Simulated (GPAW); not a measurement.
Crystal: Sn3Te.

```xyz
4
Lattice="4.8656 0.0000 0.0000 0.0000 4.8656 0.0000 0.0000 0.0000 4.8656" Properties=species:S:1:pos:R:3 pbc="T T T"
Te    0.0000    0.0000    0.0000
Sn    0.0000    2.4328    2.4328
Sn    2.4328    0.0000    2.4328
Sn    2.4328    2.4328    0.0000
```

The cell comes from a database or a generator and needn't be the stable form of this composition.

| Property | Result |
| --- | --- |
| Program | GPAW 26.7.0 |
| Task | relaxation of cell and atoms |
| Functional | PBEsol |
| Dispersion | D3 |
| Potentials or basis | PAW data sets generated in the run's folder for this functional |
| Cutoff | 600 eV |
| Basis | pw |
| k mesh | 6 × 6 × 6 |
| Occupations | fermi-dirac, width 0.05 eV |
| Spin | no spin polarisation |

At the start: pressure -3.5 GPa; volume 28.80 Å³/atom.

Question: Where does the relaxation end?

Answer: Over 4 steps the energy falls by 25.3 meV/atom and the volume is 26.60 Å³/atom (-7.6 %); space group Pm-3m (No. 221, to 0.05 Å).

The path:
| step | energy change (eV) | largest force (eV/Å) | pressure (GPa) | volume (Å³) |
| --- | --- | --- | --- | --- |
| 1 | 0.0000 | 0.0000 | -3.51 | 115.19 |
| 2 | -0.0162 | 0.0000 | -3.25 | 114.41 |
| 3 | -0.1006 | 0.0000 | 0.33 | 105.67 |
| 4 | -0.1013 | 0.0000 | -0.03 | 106.40 |

Final structure:
```cif
data_structure
_symmetry_space_group_name_H-M 'P 1'
_symmetry_Int_Tables_number 1
_cell_length_a 4.7385
_cell_length_b 4.7385
_cell_length_c 4.7385
_cell_angle_alpha 90.000
_cell_angle_beta 90.000
_cell_angle_gamma 90.000
_cell_volume 106.40
loop_
_atom_site_label
_atom_site_type_symbol
_atom_site_fract_x
_atom_site_fract_y
_atom_site_fract_z
_atom_site_occupancy
Te1 Te 0.00000 0.00000 0.00000 1
Sn1 Sn 0.00000 0.50000 0.50000 1
Sn2 Sn 0.50000 0.00000 0.50000 1
Sn3 Sn 0.50000 0.50000 0.00000 1
```

Caveat: later steps reuse the first step's grids; pairwise dispersion overbinds metals, which lowers pressure and volume.
